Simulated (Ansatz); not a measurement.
# CH7NSi2: one species, many methods

An exercise on one series of results from a longer session: the logs are not shown, and one member is left open.

Method: functionals in def2-TZVPP, the program's frozen cores in correlated methods; program: Ansatz 0.2.0, Gaussian basis.

The runs, in order: LDA (SPW92), PBE-D4, revPBE-D4, BLYP-D4, r2SCAN-D4, B97M-V, PBE0-D4, B3LYP-D4, r2SCANh-D4, r2SCAN0-D4, HSE06-D4, BHLYP-D4, CAM-B3LYP-D4, LC-ωPBE, ωB97X-V, ωB97M-V, B2PLYP, PBE-QIDH; CCSD(T)/def2-SVP; CCSD(T)/def2-TZVPP; MP2/def2-QZVPP; extrapolation to the limit; RPA on PBE.

## Structure used throughout

All runs share one geometry, relaxed beforehand with PBE0-D4 in a triple-zeta def2 set.

SMILES `NC1[SiH2][SiH2]1`, 11 atoms, charge 0, spin multiplicity 1.

Atoms are counted from 1 here; the program's logs count them from 0.

Bond lengths: N1–C2 1.447 Å, N1–H5 1.012 Å, N1–H6 1.012 Å, C2–Si3 1.914 Å, C2–Si4 1.914 Å, C2–H7 1.097 Å, Si3–Si4 2.247 Å, Si3–H8 1.483 Å, Si3–H9 1.480 Å, Si4–H10 1.480 Å, Si4–H11 1.483 Å. Angles: C2–N1–H5 111.8°, C2–N1–H6 111.8°, H5–N1–H6 108.3°, N1–C2–Si3 114.9°, N1–C2–Si4 114.9°, N1–C2–H7 118.2°, Si3–C2–Si4 71.9°, Si3–C2–H7 114.2°, Si4–C2–H7 114.2°, C2–Si3–Si4 54.1°, C2–Si3–H8 116.3°, C2–Si3–H9 115.2°, Si4–Si3–H8 121.3°, Si4–Si3–H9 121.9°, H8–Si3–H9 113.7°, C2–Si4–Si3 54.1°, C2–Si4–H10 115.2°, C2–Si4–H11 116.3° and more.

As a file:

```
atom     x (Å)     y (Å)     z (Å)
  N1  -1.35311   0.85623  -0.30527
  C2   0.05649   0.61267  -0.08852
 Si3   0.45378  -0.63897   1.30403
 Si4   0.73264  -0.98427  -0.89857
  H5  -1.53154   1.23954  -1.22480
  H6  -1.73525   1.49170   0.38354
  H7   0.74305   1.46675  -0.13555
  H8   1.59994  -0.30291   2.18338
  H9  -0.72191  -1.16369   2.03469
 H10  -0.24914  -1.74878  -1.70049
 H11   2.07024  -0.88536  -1.53175
```

The first run:

in.yaml

```yaml
crystal:
  periodic: [false, false, false]
  atoms:
    - {symbol: N, position_ang: [-1.353111, 0.856232, -0.305266]}
    - {symbol: C, position_ang: [0.056485, 0.612669, -0.088523]}
    - {symbol: Si, position_ang: [0.453778, -0.638969, 1.304027]}
    - {symbol: Si, position_ang: [0.732644, -0.984273, -0.898568]}
    - {symbol: H, position_ang: [-1.531541, 1.239535, -1.224797]}
    - {symbol: H, position_ang: [-1.735248, 1.491699, 0.383539]}
    - {symbol: H, position_ang: [0.743052, 1.466751, -0.135548]}
    - {symbol: H, position_ang: [1.599945, -0.302910, 2.183381]}
    - {symbol: H, position_ang: [-0.721908, -1.163689, 2.034694]}
    - {symbol: H, position_ang: [-0.249138, -1.748781, -1.700490]}
    - {symbol: H, position_ang: [2.070242, -0.885363, -1.531748]}
basis:
  gaussian: {orbitals: def2-TZVPP}
hamiltonian: {xc: lda}
output: {orbitals: {seedname: orbitals}}
```

Command:

```
$ ansatz run in.yaml --threads 2 --pin off --events-out ev --progress --plain --max-ram 4352MiB
```

Steps of the session up to this table: LDA; PBE-D4 (GGA); revPBE-D4 (GGA); BLYP-D4 (GGA); r2SCAN-D4 (meta-GGA); B97M-V (meta-GGA); PBE0-D4 (hybrid); B3LYP-D4 (hybrid); r2SCANh-D4 (hybrid); r2SCAN0-D4 (hybrid); HSE06-D4 (hybrid); BHLYP-D4 (hybrid); CAM-B3LYP-D4 (range-separated); LC-ωPBE (range-separated); ωB97X-V (range-separated); ωB97M-V (range-separated); B2PLYP (double hybrid); PBE-QIDH (double hybrid).

One of the session's tables, all rows but one given; the rest of the session is left out.

It belongs to the step «Orbital energies across the functionals». 

```
  functional  HOMO (eV)  gap (eV)
 LDA (SPW92)      -5.20      4.02
      PBE-D4      -5.10      4.12
   revPBE-D4      -5.06      4.15
     BLYP-D4      -4.97      4.12
   r2SCAN-D4      -5.33      4.64
      B97M-V      -5.46      4.57
     PBE0-D4      -6.25      6.07
    B3LYP-D4      -6.05      5.68
  r2SCANh-D4      -5.76      5.35
  r2SCAN0-D4      -6.39      6.39
    HSE06-D4      -5.85      5.31
    BHLYP-D4      -7.23      7.92
CAM-B3LYP-D4      -7.50      8.31
     LC-ωPBE      -8.77     10.65
     ωB97X-V      -8.48     10.26
     ωB97M-V          ?         ?
```

Q: Estimate the row for ωB97M-V from the others.

The run gave: HOMO (eV): -8.33; gap (eV): 9.80. In the column «HOMO (eV)» it lies between ωB97X-V (-8.48) and CAM-B3LYP-D4 (-7.50).
